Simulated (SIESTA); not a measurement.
## HfIn4SiO6 in SIESTA: the effect of Hubbard term

Crystal: HfIn4SiO6.

```
CELL_PARAMETERS angstrom
5.69867 0.00381 0.01559
-0.70506 6.10815 -0.00575
-2.73718 -1.39557 6.63076
ATOMIC_POSITIONS crystal
Hf 0.11793 0.01556 0.13292
In 0.38842 0.99901 0.72891
In 0.75865 0.00842 0.49586
In 0.23461 0.48841 0.53300
In 0.59649 0.48211 0.20528
Si 0.86778 0.44029 0.85544
O 0.55316 0.38738 0.79290
O 0.93454 0.38483 0.65596
O 0.98414 0.26218 0.00347
O 0.99083 0.69806 0.98452
O 0.08665 0.06493 0.39374
O 0.48680 0.10883 0.21799
```

The cell was built by a generator and needn't be a form met in nature.

Alike in all runs:

| Property | Result |
| --- | --- |
| Program | SIESTA 5.4.2 |
| Task | density of states |
| Functional | PBE |
| Potentials or basis | PseudoDojo 0.4 standard (PBE files) |
| Basis | DZP (energy shift 0.003 Ry; two zetas on semicore shells) |
| Grid cutoff | 800 Ry |
| Energy shift | 0.003 Ry |
| k mesh | 5 × 5 × 4 |
| Occupations | fermi-dirac, width 0.05 eV |
| Spin | no spin polarisation |
| Hubbard projector method | 1 |
| U from the first cycle | yes |
| broadening (eV) | 0.2 eV |
| window from (eV) | -25 eV |
| window to (eV) | 15 eV |
| energy points | 301 |

| Hubbard term | gap on the mesh (eV) | pressure (GPa) | largest force (eV/Å) |
| --- | --- | --- | --- |
| none | 0.86 | 1.5 | 0.40 |
| Hf d U = 2 eV | 0.85 | 2.0 | 0.51 |
| Hf d U = 4 eV | 0.84 | 2.6 | 0.86 |
| Hf d U = 6 eV | ? | ? | ? |

**Question.** What does the run with Hubbard term Hf d U = 6 eV give?

**Answer.** gap on the mesh 0.83 eV; pressure 3.2 GPa; largest force 1.26 eV/Å.

Worked out: A straight line through the other rows of the gap on the mesh, of slope -0.005 eV per eV, extrapolates to 0.83 eV, against the run's 0.83. A straight line through the other rows of the pressure, of slope 0.275 GPa per eV, extrapolates to 3.1 GPa, against the run's 3.2. The largest force follows no smooth curve through the other rows.

Caveats: short orbitals over semicore shells can move pressures by several GPa; spin-orbit coupling is left out, which moves the levels of the heavy elements; an odd mesh through Γ misses points on the zone boundary, where band edges often lie; the basis of atomic orbitals isn't converged, which shifts pressures, moduli and gaps; forces of over 1 eV/Å show positions far from the minimum, so gaps and moduli don't describe the material at rest (some runs).

A gap of «none» marks a metal or a gap under the smearing width.
